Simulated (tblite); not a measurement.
# C5H6NPS: the cost of one run

Computed with tblite 0.8.0 and PySCF 2.14.0, with density-fitted response routines of our own, on a single molecule, in the gas phase or a continuum. Atoms count from 0, in the outputs and in this text.

### 1 Starting geometry

14 atoms, charge 0, multiplicity 1; geometry from: force field or distance geometry start.

Bonds of the start (Å): C0–S1 1.80, S1–C2 1.80, C2–C3 1.40, C3–N4 1.36, N4–C5 1.35, C5–P6 1.83, P6–C7 1.84, C7–C2 1.38, C0–H8 1.09, C0–H9 1.09, C0–H10 1.10, C3–H11 1.10, C5–H12 1.09, C7–H13 1.09.

### 2 Geometry optimisation with GFN2-xTB

The job: settings as JSON, then the geometry in Å.

```
{"job": {"kind": "relax", "xc": "GFN2-xTB", "basis": "xTB"}, "charge": 0, "multiplicity": 1}
C     -2.561400    -0.089700    -0.114200
S     -1.460200    -1.444300     0.315600
C      0.134900    -0.626700     0.118700
C      0.458500     0.489300     0.898100
N      1.597200     1.229600     0.900600
C      2.616400     0.961200     0.051200
P      2.662700    -0.394900    -1.170500
C      1.015800    -1.129800    -0.822000
H     -2.500200     0.718400     0.620500
H     -2.332300     0.300000    -1.102300
H     -3.601300    -0.459800    -0.128000
H     -0.253500     0.825900     1.661000
H      3.471800     1.627100     0.145100
H      0.750900    -2.006800    -1.420800
```

Launch:

```
OMP_NUM_THREADS=1 python probes_run.py task.json out
```

This one command runs all jobs of the session in turn.

**Question.** How long does this first job take on 1 thread of Arm Neoverse N1, shared host, and how much memory does it need?

About 1.2 s, with a peak of 0.18 GiB.
